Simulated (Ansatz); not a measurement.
# HfZrS4: the cost of one run

Program: Ansatz 0.2.0. Level of theory: DFT PBE, scalar-relativistic, plane waves, PAW. These are calculated values, not measurements.

1 further run of the same task is left out (set aside as unsound or not needed).

## Step 1: The structure to begin with

The structure is monoclinic, space group P2/m (No. 10). Conventional cell: a = 6.355 Å, b = 3.669 Å, c = 6.796 Å, α = 90.00°, β = 90.03°, γ = 90.00°. Around Zr (site symmetry 2/m) lie 6 S at 2.57 to 2.58 Å. Hf (site symmetry 2/m) is surrounded by 6 S at 2.55 to 2.56 Å. S (site symmetry m) is surrounded by 1 Hf at 2.55 Å and 2 Zr at 2.57 Å. S (site symmetry m) is surrounded by 2 Hf at 2.56 Å and 1 Zr at 2.58 Å.

Structure file:

```cif
data_structure
_symmetry_space_group_name_H-M 'P 1'
_symmetry_Int_Tables_number 1
_cell_length_a 6.3547
_cell_length_b 3.6694
_cell_length_c 6.7957
_cell_angle_alpha 90.000
_cell_angle_beta 90.033
_cell_angle_gamma 90.000
_cell_volume 158.46
loop_
_atom_site_label
_atom_site_type_symbol
_atom_site_fract_x
_atom_site_fract_y
_atom_site_fract_z
_atom_site_occupancy
Zr1 Zr 0.00000 0.00000 0.00000 1
Hf1 Hf 0.50000 0.50000 0.00000 1
S1 S 0.16900 0.50000 0.21305 1
S2 S 0.66453 0.00000 0.21266 1
S3 S 0.83100 0.50000 0.78695 1
S4 S 0.33547 0.00000 0.78734 1
```

It is the end of an earlier relaxation with the same method, from a generated guess; it is a trial structure. At a tolerance of 0.02 Å it has space group P2/m (No. 10); it has 26.41 Å³/atom, an uncorrected energy of -1.57 eV/atom over the elements.

## Step 2: Bands, states and charges

The input, input.yaml:

```yaml
crystal:
  lattice:
    - [6.3546722193, 0.0, -0.0012239781]
    - [0.0, 3.6693734628, 0.0]
    - [-0.0026271994, 0.0, 6.7956546719]
  atoms:
    - { symbol: Zr, position: [0.0, 0.0, 0.0] }
    - { symbol: Hf, position: [0.5, 0.5, 0.0] }
    - { symbol: S, position: [0.1690037263, 0.5, 0.2130529261] }
    - { symbol: S, position: [0.6645349467, 0.0, 0.2126594993] }
    - { symbol: S, position: [0.8309962737, 0.5, 0.7869470739] }
    - { symbol: S, position: [0.3354650533, 0.0, 0.7873405007] }
basis:
  ecutwfc: 420
kpoints:
  mp_grid: { grid: [4, 8, 4] }
  band_path:
    path:
      - [0.0, 0.0, 0.0]
      - [0.0, 0.5, 0.0]
      - [0.0, 0.5, 0.5]
      - [0.0, 0.0, 0.5]
      - [0.0, 0.0, 0.0]
      - [-0.5, 0.0, 0.5]
      - [-0.5, 0.5, 0.5]
      - [0.0, 0.5, 0.0]
      - [-0.5, 0.5, 0.0]
      - [-0.5, 0.0, 0.0]
      - [0.0, 0.0, 0.0]
    npoints: 14
hamiltonian:
  xc: pbe
scf:
  occupations: { method: gaussian, width: 0.02 }
  n_extra_bands: 15
output:
  forces: true
  stress: true
  eigenvalues: true
  populations: true
  dos: { projected: true, de: 0.02, nscf_kmesh: { grid: [6, 12, 6] } }
  bader: true
  write_density: true
  write_potential: true
  elf: true
  volumetric_format: npy
```

Launch:

```bash
> ansatz run input.yaml --threads 1 --pin off --max-ram 2560MiB --backend cpu --events-out ev --progress --plain --runs-dir out
```

Q: Estimate wall time and peak memory on 1 thread of Arm Neoverse V1, shared host.

About 2.7 min, with a peak of 0.81 GiB.
